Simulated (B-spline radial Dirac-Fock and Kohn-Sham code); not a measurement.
# Elastic scattering of electrons by Cs

The question: how strongly Cs scatters electrons elastically, and to which angles, at 8 energies.

The numbers are computed with B-spline radial Dirac-Fock and Kohn-Sham code (version 3): Dirac partial waves in the static field of the Dirac-Fock density with Furness-McCarthy exchange, no polarisation or absorption.

**1. The system**

The Cs atom in the configuration [Xe] 6s1.

| Item | Value |
| --- | --- |
| nuclear charge | 55 |
| electrons | 55 |
| mass number | 133 |
| nuclear rms radius | 4.8041 fm |

**2. 189.0 eV**

Recorded inputs:

```ini
task = elastic
Z = 55
charge = 0
configuration = 1s2 2s2 2p6 3s2 3p6 3d10 4s2 4p6 4d10 5s2 5p6 6s1
mass_number = 133
rms_radius = 4.8041  # fm
projectile = electron
energy = 189.0  # eV
theta = [0, 0.5, 1, 2, 4, 8, 12, 16, 24, 32, 45, 60, 75, 90, 105, 120, 135, 150, 165, 180]  # deg
```

From the run's result record (rounded, not every field):

```text
{
  "status": "converged",
  "sigma [bohr^2]": 25.63,
  "transport1 [bohr^2]": 7.253,
  "transport2 [bohr^2]": 9.238,
  "backward [bohr^2]": 2.579,
  "dcs [bohr^2/sr]": [268.1, 266.4, 261.7, 243.7, 186.4, 78.62, 29.86, 11.74, 2.688, 2.762, 1.696, 0.0124, 1.088, 0.9821, 0.04322, 0.4601, 0.5932, 0.08761, 0.8763, 1.772],
  "sherman": [0.0, -3.681e-05, -7.456e-05, -0.0001568, -0.000379, -0.001371, -0.003736, -0.007809, -0.004995, 0.02268, 0.04718, -0.5321, -0.03276, -0.006081, -0.1202, -0.06247, -0.0471, -0.06924, 0.006269, 0.0],
  "phases_minus [rad]": [1.561, -0.5844, 0.08419, 0.4335, 1.559],
  "phases_plus [rad]": [0.0, -0.4574, 0.1161, 0.4416, 1.56],
  "partial_waves": 78
}
```

**3. 2680 eV**

Recorded inputs:

```ini
task = elastic
projectile = electron
energy = 2680.0  # eV
theta = [0, 0.5, 1, 2, 4, 8, 12, 16, 24, 32, 45, 60, 75, 90, 105, 120, 135, 150, 165, 180]  # deg
```

From the run's result record (rounded, not every field):

```text
{
  "status": "converged",
  "sigma [bohr^2]": 7.457,
  "transport1 [bohr^2]": 0.6605,
  "transport2 [bohr^2]": 0.8433,
  "backward [bohr^2]": 0.2331,
  "dcs [bohr^2/sr]": [548.1, 515.7, 434.9, 255.9, 90.45, 18.58, 5.812, 2.499, 0.7751, 0.3666, 0.1457, 0.07219, 0.04359, 0.02764, 0.01974, 0.02344, 0.04112, 0.06813, 0.09286, 0.1029],
  "sherman": [0.0, -3.062e-06, -6.583e-06, -1.622e-05, -4.315e-05, -2.843e-05, 0.0004927, 0.001743, 0.003968, -0.0005425, -0.01999, -0.008578, 0.05294, 0.09178, 0.01824, -0.1025, -0.1, -0.05975, -0.02658, 0.0],
  "phases_minus [rad]": [0.826, -0.8489, 0.8697, -0.2183, -0.9562],
  "phases_plus [rad]": [0.0, -0.721, 0.9029, -0.2059, -0.9506],
  "partial_waves": 260
}
```

**4. 3200 eV**

The run's settings:

```ini
task = elastic
projectile = electron
energy = 3200.0  # eV
theta = [0, 0.5, 1, 2, 4, 8, 12, 16, 24, 32, 45, 60, 75, 90, 105, 120, 135, 150, 165, 180]  # deg
```

From the run's result record (rounded, not every field):

```text
{
  "status": "converged",
  "sigma [bohr^2]": 6.745,
  "transport1 [bohr^2]": 0.5202,
  "transport2 [bohr^2]": 0.704,
  "backward [bohr^2]": 0.1795,
  "dcs [bohr^2/sr]": [571.4, 532.0, 437.0, 243.2, 83.03, 16.12, 5.019, 2.127, 0.6707, 0.3129, 0.1224, 0.05924, 0.03441, 0.02206, 0.01759, 0.02126, 0.03236, 0.04712, 0.05963, 0.06452],
  "sherman": [0.0, -1.703e-06, -3.567e-06, -7.647e-06, -8.623e-06, 0.0001509, 0.0008339, 0.001906, 0.001821, -0.004962, -0.01773, 0.009411, 0.066, 0.07337, -0.02285, -0.1095, -0.09994, -0.06209, -0.02842, 0.0],
  "phases_minus [rad]": [0.5663, -1.071, 0.7203, -0.2905, -0.9793],
  "phases_plus [rad]": [0.0, -0.9426, 0.754, -0.2776, -0.9731],
  "partial_waves": 282
}
```

**5. 6400 eV**

Recorded inputs:

```ini
task = elastic
projectile = electron
energy = 6400.0  # eV
theta = [0, 0.5, 1, 2, 4, 8, 12, 16, 24, 32, 45, 60, 75, 90, 105, 120, 135, 150, 165, 180]  # deg
```

From the run's result record (rounded, not every field):

```text
{
  "status": "converged",
  "sigma [bohr^2]": 4.474,
  "transport1 [bohr^2]": 0.1954,
  "transport2 [bohr^2]": 0.3228,
  "backward [bohr^2]": 0.05815,
  "dcs [bohr^2/sr]": [666.1, 583.5, 417.4, 188.7, 55.73, 8.917, 2.656, 1.12, 0.3559, 0.1489, 0.05471, 0.02489, 0.01434, 0.01015, 0.008735, 0.008693, 0.009262, 0.009969, 0.01051, 0.01071],
  "sherman": [0.0, 2.986e-06, 7.181e-06, 2.208e-05, 8.141e-05, 0.00029, 0.0002398, -0.0005984, -0.003828, -0.004169, 0.01392, 0.04567, 0.03644, -0.03066, -0.1019, -0.1265, -0.1094, -0.07493, -0.03717, 0.0],
  "phases_minus [rad]": [-0.4203, 1.245, 0.1683, -0.5851, -1.107],
  "phases_plus [rad]": [0.0, 1.375, 0.2045, -0.5693, -1.098],
  "partial_waves": 389
}
```

**6. 9000 eV**

The run's settings:

```ini
task = elastic
projectile = electron
energy = 9000.0  # eV
theta = [0, 0.5, 1, 2, 4, 8, 12, 16, 24, 32, 45, 60, 75, 90, 105, 120, 135, 150, 165, 180]  # deg
```

From the run's result record (rounded, not every field):

```text
{
  "status": "converged",
  "sigma [bohr^2]": 3.617,
  "transport1 [bohr^2]": 0.118,
  "transport2 [bohr^2]": 0.211,
  "backward [bohr^2]": 0.03134,
  "dcs [bohr^2/sr]": [714.9, 597.8, 391.5, 162.9, 43.55, 6.51, 1.897, 0.8096, 0.2404, 0.09725, 0.03558, 0.01603, 0.009197, 0.0064, 0.005211, 0.004742, 0.0046, 0.00459, 0.004616, 0.004629],
  "sherman": [0.0, 2.958e-06, 7.169e-06, 2.067e-05, 6.295e-05, 6.94e-05, -0.000358, -0.001231, -0.001842, 0.003316, 0.02423, 0.03692, 0.002428, -0.06533, -0.12, -0.1355, -0.1178, -0.08303, -0.04218, 0.0],
  "phases_minus [rad]": [-0.8825, 0.8701, -0.08224, -0.7328, -1.187],
  "phases_plus [rad]": [0.0, 1.001, -0.04419, -0.7151, -1.176],
  "partial_waves": 456
}
```

**7. 12700 eV**

The run's settings:

```ini
task = elastic
projectile = electron
energy = 12700.0  # eV
theta = [0, 0.5, 1, 2, 4, 8, 12, 16, 24, 32, 45, 60, 75, 90, 105, 120, 135, 150, 165, 180]  # deg
```

From the run's result record (rounded, not every field):

```text
{
  "status": "converged",
  "sigma [bohr^2]": 2.896,
  "transport1 [bohr^2]": 0.0701,
  "transport2 [bohr^2]": 0.1341,
  "backward [bohr^2]": 0.01633,
  "dcs [bohr^2/sr]": [766.5, 602.1, 356.9, 138.5, 32.78, 4.637, 1.333, 0.5621, 0.1549, 0.06263, 0.02272, 0.009969, 0.005589, 0.003756, 0.002894, 0.002461, 0.002234, 0.002114, 0.002056, 0.002039],
  "sherman": [0.0, 2.053e-06, 4.98e-06, 1.309e-05, 2.742e-05, -9.069e-05, -0.0004603, -0.0006433, 0.001857, 0.009902, 0.02564, 0.01894, -0.02769, -0.08994, -0.1344, -0.1457, -0.128, -0.09216, -0.04767, 0.0],
  "phases_minus [rad]": [-1.329, 0.5159, -0.3198, -0.8805, -1.274],
  "phases_plus [rad]": [0.0, 0.6486, -0.2793, -0.8606, -1.262],
  "partial_waves": 536
}
```

**8. 45000 eV**

Recorded inputs:

```ini
task = elastic
projectile = electron
energy = 45000.0  # eV
theta = [0, 0.5, 1, 2, 4, 8, 12, 16, 24, 32, 45, 60, 75, 90, 105, 120, 135, 150, 165, 180]  # deg
```

From the run's result record (rounded, not every field):

```text
{
  "status": "converged",
  "sigma [bohr^2]": 1.218,
  "transport1 [bohr^2]": 0.009583,
  "transport2 [bohr^2]": 0.0217,
  "backward [bohr^2]": 0.00134,
  "dcs [bohr^2/sr]": [1004.0, 513.1, 217.5, 59.75, 9.507, 1.082, 0.2853, 0.1082, 0.02783, 0.01045, 0.003331, 0.001325, 0.000669, 0.0003951, 0.0002631, 0.0001933, 0.0001544, 0.0001326, 0.0001215, 0.000118],
  "sherman": [0.0, 1.944e-06, 5.786e-06, 2.077e-05, 9.652e-05, 0.0005772, 0.001694, 0.003437, 0.007112, 0.008031, -0.003718, -0.04014, -0.09182, -0.1437, -0.181, -0.1935, -0.1772, -0.1346, -0.07239, 0.0],
  "phases_minus [rad]": [0.403, -0.5376, -1.042, -1.37, 1.535],
  "phases_plus [rad]": [0.0, -0.3864, -0.9862, -1.338, 1.557],
  "partial_waves": 980
}
```

**9. 69500 eV**

The run's settings:

```ini
task = elastic
projectile = electron
energy = 69500.0  # eV
theta = [0, 0.5, 1, 2, 4, 8, 12, 16, 24, 32, 45, 60, 75, 90, 105, 120, 135, 150, 165, 180]  # deg
```

From the run's result record (rounded, not every field):

```text
{
  "status": "converged",
  "sigma [bohr^2]": 0.9015,
  "transport1 [bohr^2]": 0.004754,
  "transport2 [bohr^2]": 0.01119,
  "backward [bohr^2]": 0.0005606,
  "dcs [bohr^2/sr]": [1131.0, 457.1, 176.4, 40.28, 5.815, 0.6138, 0.1565, 0.05839, 0.01424, 0.0052, 0.001624, 0.000625, 0.000305, 0.0001744, 0.0001123, 7.984e-05, 6.183e-05, 5.177e-05, 4.662e-05, 4.508e-05],
  "sherman": [0.0, 2.939e-06, 9.155e-06, 3.542e-05, 0.0001636, 0.0008168, 0.002025, 0.003458, 0.00533, 0.003361, -0.01306, -0.05184, -0.1035, -0.1556, -0.1954, -0.2118, -0.198, -0.1533, -0.08361, 0.0],
  "phases_minus [rad]": [0.02368, -0.8032, -1.229, -1.505, 1.437],
  "phases_plus [rad]": [0.0, -0.6402, -1.165, -1.467, 1.463],
  "partial_waves": 1215
}
```

**10. What follows from the records**

```
energy (eV)  σ (bohr²)  first transport (bohr²)  σ / transport  backward share (%)  partial waves
      189.0       25.6                     7.25           3.53                10.1             78
       2680       7.46                    0.660           11.3                3.13            260
       3200       6.75                    0.520           13.0                2.66            282
       6400       4.47                    0.195           22.9                1.30            389
       9000       3.62                    0.118           30.6               0.867            456
      12700       2.90                   0.0701           41.3               0.564            536
      45000       1.22                  0.00958            127               0.110            980
      69500      0.901                  0.00475            190              0.0622           1215
```

**11. Outcome**

| quantity | value |
| --- | --- |
| σ at 189.0 and 69500 eV | 25.6 and 0.901 bohr² |
| backward share there | 10.1 and 0.0622 % |
| largest Sherman function | -0.532 at 60°, 189.0 eV |

What this shows: It takes about 3.5 elastic collisions to lose the direction at 189.0 eV and 190 at 69500 eV (σ over the first transport cross section). Deep diffraction minima show in the angular distribution up to 189.0 eV. Spin-orbit coupling polarises the scattered beam strongly near 60° at 189.0 eV. Under about 200 eV a static field without polarisation is a poor model.
